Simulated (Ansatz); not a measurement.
Run this with the Python package of Ansatz (0.2.0) and show what comes out.

The script, `mnsb.py`:
```python
# -*- coding: utf-8 -*-
"""Frozen spin spirals in MnSb."""

import ansatz
import numpy as np
import pandas as pd

crystal = (
    ansatz.Lattice.of((0.0, 2.795016, 2.795016), (2.795016, 0.0, 2.795016), (2.795016, 2.795016, 0.0))
    .atom("Mn", (0.0, 0.0, 0.0), moment=4, axis=(1, 0, 0))
    .atom("Sb", (0.5, 0.5, 0.5))
)
job = (
    crystal.calculation()
    .functional("pbesol")
    .basis(35 * ansatz.Ry)
    .kpoints(spacing=0.32)  # the mesh must be finer for metals
    .occupations("gaussian", width=0.05)  # smearing steadies the SCF of a metal
    .spin("noncollinear")
)
# q in fractions of the reciprocal vectors; the moments turn in the xy plane
rows = []
for q in [0, 0.1, 0.25, 0.5]:
    report = job.spin_spiral(tuple(q * np.eye(3)[2])).run(threads=1).report
    rows.append((q, report["free_energy_ev"], float(np.linalg.norm(report["site_moments_nc_mub"], axis=1).max()), report["n_kpoints"]))
rows = [(q, 1000 * (e - rows[0][1]), m, nk) for q, e, m, nk in rows]
print(pd.DataFrame(rows, columns=["q", "F - F(q=0) meV", "largest moment muB", "k-points"]).round(4).to_string(index=False))
```

```console
$ python mnsb.py
   q  F - F(q=0) meV  largest moment muB  k-points
0.00          0.0000              3.7201        20
0.10         30.2674              3.7212        44
0.25        121.3024              3.6628        44
0.50        288.4954              3.5694        44
```

Caveats:
- The magnetic order follows from the starting moments and needn't be the lowest.
- This cell is a computed structure, which may not be the phase found in nature.
- Spirals without spin-orbit coupling; moments are free to shrink along the scan.
- Finished in 2.2 min on 1 thread of Arm Neoverse V1, on a shared host, peak memory 0.58 GiB.
